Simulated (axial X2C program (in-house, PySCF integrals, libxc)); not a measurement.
**ZrH: EOM-IP-CCSD levels**

Aim: EOM-IP-CCSD levels of ZrH, with spin–orbit coupling in the Hamiltonian from the start.

Computed with an in-house X2C program for linear molecules on PySCF integrals. Level: two-component X2C with atomic mean-field terms, Zr dyall-acv3z, H dyall-av3z.

All values are calculated.

## (1) Set-up

Input file task.json:

```json
{"zs": [40, 1], "q": 0, "bas": ["dyall-acv3z", "dyall-av3z"], "r0": 1.86, "eom": "ip", "rq": -1, "thr": -2.0, "nmax": 95, "grid": [1, 0.96, 1.045, 0.92, 1.09, 1.15]}
```

Keys: zs atomic numbers; q charge; bas basis sets; r0 starting distance in Å; eom kind of EOM run; thr threshold in hartree for freezing inner shells (an s shell follows its p shell); nmax most natural virtual spinors; grid distances as factors.

Command:

```
python soeom.py task.json out
```

Further steps of the session: EOM-IP-CCSD at 1.909 Å.

Before running it: what results should come out? Wanted: next root led by one particle; T1 of the reference.

The runs gave:

```
                     quantity                           value
       lowest root at 1.909 Å               Ω = 1/2, 1.210 eV
next root led by one particle  Ω = 3/2, about 430 cm⁻¹ higher
          T1 of the reference                           0.051
```

**Reading.** Removing an electron from the reference determinant of ZrH⁻ costs 1.21 eV and empties a spinor of 58% Zr sσ, 23% Zr pσ, 9% H sσ. The closed-shell reference lies 0.62 eV above the lowest determinant found, so these energies count from an excited configuration. Errors of 0.1 to 0.3 eV are usual at this size, and roots led by higher excitations are left out, so the list is incomplete, and low states of that kind can be missing. T1 or the largest double amplitude of the reference is raised, which lowers the reliability.
